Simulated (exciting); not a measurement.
# Al2Cl (Fm-3m) in exciting: reference runs

How does Al2Cl come out in PBE? The cell is run as given.

Program: exciting (release sodium). These are calculated values, not measurements. Logs are shortened: lines on timing, memory, paths and dates and some standing lists are left out, and cuts for length are marked.

## (1) Starting point

It takes space group Fm-3m (No. 225, cubic). Conventional cell: a = 6.317 Å, b = 6.317 Å, c = 6.317 Å, α = 90.00°, β = 90.00°, γ = 90.00°. Al (site symmetry -43m) has 4 Cl at 2.74 Å as nearest neighbours. Cl (site symmetry m-3m) has 8 Al at 2.74 Å as nearest neighbours.

The cell was built by a generator and needn't be a form met in nature.

## (2) Single point, PBE

input.xml reads:

```xml
<input>
  <title>Al2Cl</title>
  <structure speciespath="./" tshift="false">
    <crystal scale="1">
      <basevect>0.000000000000 5.969031819435 5.969031819435</basevect>
      <basevect>5.969031819435 0.000000000000 5.969031819435</basevect>
      <basevect>5.969031819435 5.969031819435 0.000000000000</basevect>
    </crystal>
    <species speciesfile="Al.xml" rmt="2">
      <atom coord="0.250000000000 0.250000000000 0.250000000000"/>
      <atom coord="0.750000000000 0.750000000000 0.750000000000"/>
    </species>
    <species speciesfile="Cl.xml" rmt="1.9">
      <atom coord="0.000000000000 0.000000000000 0.000000000000"/>
    </species>
  </structure>
  <groundstate do="fromscratch" ngridk="7 7 7" rgkmax="7.5" gmaxvr="14" lmaxapw="10" lmaxmat="10" lmaxvr="8" xctype="GGA_PBE" stype="Fermi Dirac" swidth="0.00183747" nempty="12" ValenceRelativity="iora*" epsengy="1e-05" epspot="1e-05" maxscl="60" tforce="true" outputlevel="normal"/>
  <properties>
    <chargedensityplot>
      <plot3d>
        <box grid="23 23 23">
          <origin coord="0 0 0"/>
          <point coord="1 0 0"/>
          <point coord="0 1 0"/>
          <point coord="0 0 1"/>
        </box>
      </plot3d>
    </chargedensityplot>
    <elfplot>
      <plot3d>
        <box grid="23 23 23">
          <origin coord="0 0 0"/>
          <point coord="1 0 0"/>
          <point coord="0 1 0"/>
          <point coord="0 0 1"/>
        </box>
      </plot3d>
    </elfplot>
    <exccplot>
      <plot3d>
        <box grid="23 23 23">
          <origin coord="0 0 0"/>
          <point coord="1 0 0"/>
          <point coord="0 1 0"/>
          <point coord="0 0 1"/>
        </box>
      </plot3d>
    </exccplot>
  </properties>
</input>
```

Potentials or basis: all-electron LAPW+lo, shipped species files, valence relativity iora*.

The run is started by

```sh
$ OMP_NUM_THREADS=1 exciting_smp
```

INFO.OUT:

```text
================================================================================
EXCITING SODIUM started
[... 10 lines left out ...]

 Lattice vectors (cartesian) :
      0.0000000000      5.9690318194      5.9690318194
      5.9690318194      0.0000000000      5.9690318194
      5.9690318194      5.9690318194      0.0000000000

 Reciprocal lattice vectors (cartesian) :
     -0.5263152800      0.5263152800      0.5263152800
      0.5263152800     -0.5263152800      0.5263152800
      0.5263152800      0.5263152800     -0.5263152800

 Unit cell volume                           :     425.3453386147
 Brillouin zone volume                      :       0.5831736966

 Species :    1 (Al)
     parameters loaded from                 :    Al.xml
     name                                   :    aluminium
     nuclear charge                         :     -13.00000000
     electronic charge                      :      13.00000000
     atomic mass                            :   49184.33493000
     muffin-tin radius                      :       2.00000000
     # of radial points in muffin-tin       :     300

     atomic positions (lattice) :
       1 :   0.25000000  0.25000000  0.25000000
       2 :   0.75000000  0.75000000  0.75000000

 Species :    2 (Cl)
     parameters loaded from                 :    Cl.xml
     name                                   :    chlorine
     nuclear charge                         :     -17.00000000
     electronic charge                      :      17.00000000
     atomic mass                            :   64626.31859000
     muffin-tin radius                      :       1.90000000
     # of radial points in muffin-tin       :     300

     atomic positions (lattice) :
       1 :   0.00000000  0.00000000  0.00000000

 Total number of atoms per unit cell        :       3

 Spin treatment                             :    spin-unpolarised

 Number of Bravais lattice symmetries       :      48
 Number of crystal symmetries               :      48

 k-point grid                               :       7    7    7
 Total number of k-points                   :      20
 k-point set is reduced with crystal symmetries

 R^MT_min * |G+k|_max (rgkmax)              :       7.50000000
 Species with R^MT_min                      :       2 (Cl)
 Maximum |G+k| for APW functions            :       3.94736842
 Maximum |G| for potential and density      :      14.00000000

 G-vector grid sizes                        :      40    40    40
 Total number of G-vectors                  :   19747

 Maximum angular momentum used for
     APW functions                          :      10
     computing H and O matrix elements      :      10
     potential and density                  :       8
     inner part of muffin-tin               :       2

 Total nuclear charge                       :     -43.00000000
 Total electronic charge                    :      43.00000000
 Total core charge                          :      18.00000000
 Total valence charge                       :      25.00000000

 Number of empty states                     :      12
 Total number of valence states             :      25

 Maximum Hamiltonian size                   :     477
 Maximum number of plane-waves              :     459
 Total number of local-orbitals             :      18

 Exchange-correlation type                  :      20
     Perdew-Burke-Ernzerhof, Phys. Rev. Lett. 77, 3865 (1996)
     Generalised gradient approximation (GGA)

[... 20 lines left out ...]
+ SCF iteration number :    1                                                  +
++++++++++++++++++++++++++++++++++++++++++++++++++++++++++++++++++++++++++++++++
 Total energy                               :      -948.30272692
 _______________________________________________________________
 Fermi energy                               :         0.19679953
 Kinetic energy                             :       950.47679361
 Coulomb energy                             :     -1833.32033712
 Exchange energy                            :       -63.77581949
 Correlation energy                         :        -1.68336393

 DOS at Fermi energy (states/Ha/cell)       :        20.17968098

 Electron charges :
     core                                   :        18.00000000
     core leakage                           :         0.00278406
     valence                                :        25.00000000
     interstitial                           :         6.51650351
     charge in muffin-tin spheres :
                  atom     1    Al          :        10.80359662
                  atom     2    Al          :        10.80359662
                  atom     3    Cl          :        14.87630325
     total charge in muffin-tins            :        36.48349649
     total charge                           :        43.00000000

++++++++++++++++++++++++++++++++++++++++++++++++++++++++++++++++++++++++++++++++
+ SCF iteration number :    2                                                  +
++++++++++++++++++++++++++++++++++++++++++++++++++++++++++++++++++++++++++++++++
 Total energy                               :      -947.42721988
 _______________________________________________________________
 Fermi energy                               :         0.19823648
 Kinetic energy                             :       950.82665141
 Coulomb energy                             :     -1832.84232804
 Exchange energy                            :       -63.72786873
 Correlation energy                         :        -1.68367453

 DOS at Fermi energy (states/Ha/cell)       :        28.95604137

 Electron charges :
     core                                   :        18.00000000
     core leakage                           :         0.00278301
     valence                                :        25.00000000
     interstitial                           :         6.57757430
     charge in muffin-tin spheres :
                  atom     1    Al          :        10.81600631
                  atom     2    Al          :        10.81600631
                  atom     3    Cl          :        14.79041309
     total charge in muffin-tins            :        36.42242570
     total charge                           :        43.00000000
[... 336 lines left out ...]
++++++++++++++++++++++++++++++++++++++++++++++++++++++++++++++++++++++++++++++++
+ SCF iteration number :   14                                                  +
++++++++++++++++++++++++++++++++++++++++++++++++++++++++++++++++++++++++++++++++
 Total energy                               :      -947.07039739
 _______________________________________________________________
 Fermi energy                               :         0.19788446
 Kinetic energy                             :       950.75880234
 Coulomb energy                             :     -1832.44743019
 Exchange energy                            :       -63.69820016
 Correlation energy                         :        -1.68356938

 DOS at Fermi energy (states/Ha/cell)       :        33.44268181

 Electron charges :
     core                                   :        18.00000000
     core leakage                           :         0.00278156
     valence                                :        25.00000000
     interstitial                           :         6.59941111
     charge in muffin-tin spheres :
                  atom     1    Al          :        10.82592240
                  atom     2    Al          :        10.82592240
                  atom     3    Cl          :        14.74874409
     total charge in muffin-tins            :        36.40058889
     total charge                           :        43.00000000

 RMS change in effective potential (target) :  0.324447E-09  ( 0.100000E-04)
 Absolute change in total energy   (target) :  0.943141E-07  ( 0.100000E-04)
 Charge distance                   (target) :  0.469352E-09  ( 0.100000E-04)
 Abs. change in max-nonIBS-force   (target) :   0.00000      ( 0.500000E-04)

++++++++++++++++++++++++++++++++++++++++++++++++++++++++++++++++++++++++++++++++
| Convergency criteria checked for the last 2 iterations                       +
| Convergence targets achieved. Performing final SCF iteration                 +
++++++++++++++++++++++++++++++++++++++++++++++++++++++++++++++++++++++++++++++++
 Total energy                               :      -947.07039741
 _______________________________________________________________
 Fermi energy                               :         0.19788446
 Kinetic energy                             :       950.75880234
 Coulomb energy                             :     -1832.44743020
 Exchange energy                            :       -63.69820016
 Correlation energy                         :        -1.68356938

 DOS at Fermi energy (states/Ha/cell)       :        33.44268170

 Electron charges :
     core                                   :        18.00000000
     core leakage                           :         0.00278156
     valence                                :        25.00000000
     interstitial                           :         6.59941111
     charge in muffin-tin spheres :
                  atom     1    Al          :        10.82592240
                  atom     2    Al          :        10.82592240
                  atom     3    Cl          :        14.74874409
     total charge in muffin-tins            :        36.40058889
     total charge                           :        43.00000000

++++++++++++++++++++++++++++++++++++++++++++++++++++++++++++++++++++++++++++++++
+ Self-consistent loop stopped                                                 +
++++++++++++++++++++++++++++++++++++++++++++++++++++++++++++++++++++++++++++++++
 STATE.OUT is written

--------------------------------------------------------------------------------
- Writing atomic positions and forces                                          -
--------------------------------------------------------------------------------

 Atomic positions (lattice) :
 atom     1  Al  :     0.25000000    0.25000000    0.25000000
 atom     2  Al  :     0.75000000    0.75000000    0.75000000
 atom     3  Cl  :     0.00000000    0.00000000    0.00000000

 Total atomic forces including IBS (cartesian) :
 atom     1  Al  :     0.00000000    0.00000000    0.00000000
 atom     2  Al  :     0.00000000   -0.00000000   -0.00000000
 atom     3  Cl  :    -0.00000000    0.00000000    0.00000000

 Atomic force components including IBS (cartesian) :
 atom     1  Al  :     0.00000000   -0.00000000   -0.00000000   HF force
                 :    -0.00000000   -0.00000000    0.00000000   core correction
                 :     0.00000000   -0.00000000   -0.00000000   IBS correction
 atom     2  Al  :    -0.00000000    0.00000000    0.00000000   HF force
                 :     0.00000000    0.00000000   -0.00000000   core correction
                 :    -0.00000000    0.00000000    0.00000000   IBS correction
 atom     3  Cl  :    -0.00000000    0.00000000   -0.00000000   HF force
                 :    -0.00000000    0.00000000    0.00000000   core correction
                 :     0.00000000   -0.00000000   -0.00000000   IBS correction

********************************************************************************
[... 7 lines left out ...]
| EXCITING SODIUM stopped                                                      =
================================================================================
```

Run time: 2.4 min. Hardware: 1 thread of Arm Neoverse V2, shared host; peak memory 0.17 GiB.

What came out:

```yaml
Free_energy: -25771.1098 eV
Band_gap_on_the_k_mesh: none (metal or under the smearing width)
All_electrons_inside_the_program's_atomic_spheres: Al 10.83; Cl 14.75 (radii Al 2.0, Cl 1.9 bohr)
```

Levels at points of the mesh, in eV from the Fermi level:
| k point | band 9 | band 10 | band 11 | band 12 | band 13 | band 14 | band 15 | band 16 |
| --- | --- | --- | --- | --- | --- | --- | --- | --- |
| (0.00, 0.00, 0.00) | -5.72 | -5.72 | -5.72 | 0.16 | 0.16 | 0.16 | 1.14 | 4.65 |

Caveat: the log's total energy holds no entropy term; the free energy is that total less TS from the occupations; an odd number of electrons without spin polarisation forces a metal; a magnetic or distorted state may lie lower.
